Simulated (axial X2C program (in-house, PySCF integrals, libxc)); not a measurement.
# Linear CuCN⁺ at several levels

An exercise on one series of results from a longer session: the logs are not shown, and one member is left open.

Method: all-electron X2C, two-component (2c) or spin-free, Cu dyall-v3z, C dyall-v3z, N dyall-av3z; program: an in-house X2C program for linear molecules on PySCF integrals.

All values are calculated.

2 further runs of the same task are left out: 2 set aside as unsound or not needed.

The first run:

task.json reads:

```json
{"zs": [29, 6, 7], "q": 1, "bas": ["dyall-v3z", "dyall-v3z", "dyall-av3z"], "r0": [1.82, 1.16], "symm": 0, "scan": ["PBE0", "HF", "PBE"], "levels": ["PBE0", "HF", "PBE"], "nst": 2}
```

Keys: zs atomic numbers; q charge; bas basis sets; r0 starting distance in Å; symm equal bonds; scan levels of the two-bond scan; levels methods; nst determinants followed.

Started as:

```sh
python solin.py task.json out
```

Masses Cu 62.930, C 12.000, N 14.003 u.

Steps of the session up to this table: Scan at PBE0, 2c; Scan at HF, 2c; Scan at PBE, 2c.

One of the session's tables, all rows but one given; the rest of the session is left out.

| level | r(C–N) (Å) | lower stretch (cm⁻¹) | upper stretch (cm⁻¹) |
| --- | --- | --- | --- |
| PBE0, 2c | 1.155 | 485.9 | 2269.1 |
| HF, 2c | 1.128 | 527.9 | 2398.4 |
| PBE, 2c | 1.168 | 472.4 | 2176.3 |
| PBE0, spin-free | 1.155 | 485.5 | 2284.5 |
| PBE, spin-free | ? | ? | ? |

**Question.** Estimate the row for PBE, spin-free.

The run gave: r(C–N) (Å): 1.168; lower stretch (cm⁻¹): 472.6; upper stretch (cm⁻¹): 2179.2.

Scans not shown above were run alike.

The molecule was held linear; bending was not examined, so a bent shape may lie lower.
